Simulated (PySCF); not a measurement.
SiGeH6, in a box:

```
Si Ge H
1.0
    13.00000    0.00000    0.00000
     0.00000   13.00000    0.00000
     0.00000    0.00000   14.00000
Si Ge H
1 1 6
Direct
  0.45897 0.53295 0.43005
  0.53946 0.47293 0.57203
  0.35295 0.56916 0.45143
  0.45327 0.44873 0.35840
  0.51878 0.61972 0.38882
  0.54634 0.55965 0.64645
  0.64905 0.43472 0.55072
  0.47800 0.38351 0.61579
```

Base run:

| Property | Result |
| --- | --- |
| Program | PySCF 2.14.0 |
| Functional | CAM-B3LYP |
| Dispersion | D3(BJ) |
| Potentials or basis | 6-31g* (all-electron) |
| k mesh | 1 × 1 × 1 |
| Occupations | fixed |
| Spin | no spin polarisation |

Its results: gap between the frontier levels 11.11 eV.

Question: After a change of settings the same cell gave: gap between the frontier levels 6.87 eV. Which change was it?
A. functional from CAM-B3LYP to BLYP
B. functional from CAM-B3LYP to r2SCAN0; dispersion from D3(BJ) to none
C. functional from CAM-B3LYP to TPSSh; dispersion from D3(BJ) to D3(OP)

Answer: A.

CAM-B3LYP gives the wider gap, since exact exchange removes part of the self-interaction.

Caveats: this is a molecule in a periodic box at the Γ point, so its band gap is the HOMO-LUMO gap; relativity is left out, which matters for the heavier elements; the basis of atomic orbitals isn't converged, which shifts pressures, moduli and gaps.

Runs at the PBE level aren't shown here.
